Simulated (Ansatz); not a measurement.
# Rb2IrF6: the cost of one run

Method: DFT r²SCAN+U (U_eff = 2 eV on Ir d), plane waves, PAW, no spin–orbit coupling unless a run says so, in Ansatz 0.2.0.

## (1) The structure to begin with

The structure is trigonal, space group P-3m1 (No. 164). Conventional cell: a = 5.972 Å, b = 5.972 Å, c = 4.794 Å, α = 90.00°, β = 90.00°, γ = 120.00°. Rb (site symmetry 3m) is surrounded by 12 F at 2.95 to 3.08 Å. Around Ir (site symmetry -3m) lie 6 F at 1.93 Å. F (site symmetry m) is surrounded by 1 Ir at 1.93 Å.

Coordinates:

```xyz
9
Lattice="5.9718 0.0000 0.0000 -2.9859 5.1717 0.0000 0.0000 0.0000 4.7939" Properties=species:S:1:pos:R:3 pbc="T T T"
Rb    2.9859    1.7239    0.9750
Rb    0.0000    3.4478    3.8189
Ir    0.0000    0.0000    2.3970
F     0.0000    1.6188    1.3413
F     1.5840    4.3624    1.3413
F    -1.5840    4.3624    1.3413
F     1.4019    0.8094    3.4526
F     2.9859    3.5530    3.4526
F     4.5699    0.8094    3.4526
```

Magnetic order typed: ferromagnetic.

An earlier series on this cell reached its lowest free state from «random orbitals: single harmonics, first filling», perhaps among other starts.

## (2) From atoms, default search

Contents of input.yaml:

```yaml
crystal:
  lattice:
    - [5.97179996, 0.0, 0.0]
    - [-2.98589998, 5.17173047, 0.0]
    - [0.0, 0.0, 4.79390014]
  atoms:
    - { symbol: Rb, position: [0.6666666667, 0.3333333333, 0.20338] }
    - { symbol: Rb, position: [0.3333333333, 0.6666666667, 0.79662] }
    - { symbol: Ir, position: [0.0, 0.0, 0.5], spin: 5.0 }
    - { symbol: F, position: [0.1565, 0.313, 0.2798] }
    - { symbol: F, position: [0.687, 0.8435, 0.2798] }
    - { symbol: F, position: [0.1565, 0.8435, 0.2798] }
    - { symbol: F, position: [0.313, 0.1565, 0.7202] }
    - { symbol: F, position: [0.8435, 0.687, 0.7202] }
    - { symbol: F, position: [0.8435, 0.1565, 0.7202] }
basis:
  ecutwfc: 500
  ecutrho_ratio: 4
kpoints:
  mp_grid: { grid: [4, 4, 4] }
hamiltonian:
  xc: r2scan
  hubbard: { sites: [{ site: 2, l: d, u_eff: 2.0 }] }
scf:
  occupations: { method: gaussian, width: 0.05 }
output:
  forces: true
  stress: true
  eigenvalues: true
  populations: true
  hubbard: { sites: [{ site: 2, l: d }] }
  write_density: true
  write_potential: true
  elf: true
  volumetric_format: npy
magnetization:
  spin_polarized: true
```

Run with:

```sh
> ansatz run input.yaml --threads 8 --pin off --max-ram 12288MiB --backend cpu --events-out ev --progress --plain --runs-dir out
```

**Question.** How long does this run take on 8 threads of Arm Neoverse V2, shared host, and how much memory does it need?

About 1.7 min, with a peak of 1.8 GiB.
